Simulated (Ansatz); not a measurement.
CH7NOSi, SMILES NCO[SiH3], an atomisation energy

With Ansatz's Python interface.

Typed at the interpreter:
```pycon
>>> from collections import Counter
>>> import ansatz as az
>>> def energy_of(molecule, charge=0, unpaired=0):
...     calc = (
...         molecule.calculation()
...         .basis(gaussian="cc-pVDZ")
...         .functional("pbe")
...     )
...     if charge:
...         calc = calc.charge(charge)
...     if unpaired:
...         calc = calc.spin("collinear", total=unpaired)
...     report = calc.run(threads=1, backend="cpu").report
...     if report["published_state_doubts"]:
...         print("  doubts:", report["published_state_doubts"])
...     return report["free_energy_ev"]
...
>>> mol = (
...     az.Crystal.molecule()
...     .atom("N", (-1.765, 1.0413, -0.1843))
...     .atom("C", (-0.8587, 0.1247, 0.3131))
...     .atom("O", (0.286, 0.2495, -0.4686))
...     .atom("Si", (1.6688, -0.7392, -0.0789))
...     .atom("H", (-1.9192, 0.8863, -1.2085))
...     .atom("H", (-1.3621, 2.0149, -0.1651))
...     .atom("H", (-1.2544, -0.8776, 0.2351))
...     .atom("H", (-0.6221, 0.3641, 1.3643))
...     .atom("H", (2.0068, -0.485, 1.3704))
...     .atom("H", (2.7322, -0.4748, -0.9648))
...     .atom("H", (1.1532, -2.1613, -0.1921))
... )
>>> # unpaired electrons of the ground-state atoms
>>> unpaired = {"N": 3, "C": 2, "O": 2, "Si": 2, "H": 1}
>>> counts = Counter(site.symbol for site in mol.cartesian_sites)
>>> atom_energy = {s: energy_of(az.Crystal.molecule().atom(s, (0, 0, 0)), 0, unpaired[s]) for s in counts}
>>> whole = energy_of(mol, 0, 0)
>>> for s, e in atom_energy.items():
...     print(f"{s:2s} x{counts[s]}  {e:14.5f} eV")
...
N  x1     -1483.48805 eV
C  x1     -1028.27851 eV
O  x1     -2040.34830 eV
Si x1     -7870.05275 eV
H  x7       -13.56836 eV
>>> print(f"CH7NOSi: {whole:.5f} eV")
CH7NOSi: -12556.01157 eV
>>> split = sum(counts[s] * e for s, e in atom_energy.items()) - whole
>>> print(f"atomisation energy (no zero-point term): {23.060548 * split:.1f} kcal/mol, {split / sum(counts.values()):.3f} eV an atom")
atomisation energy (no zero-point term): 896.3 kcal/mol, 3.533 eV an atom
```

896.3 kcal/mol from the electronic energies, without the zero-point term.

Reading the output:
- Total energies depend on the basis set; only differences at equal settings carry meaning.
- The geometry is a force-field or estimated start, not a minimum of this method, and the basis set is short of its limit. All parts are taken at fixed geometry, without zero-point energy.
- For Al to Cl the sets with a tight d function, cc-pV(X+d)Z, are usual.
- This functional overbinds, so such energies come out a few per cent too high (LDA far more).
- The whole script took 6.1 s on 1 thread of Arm Neoverse N1, with other jobs on the host, peak memory 0.18 GiB.
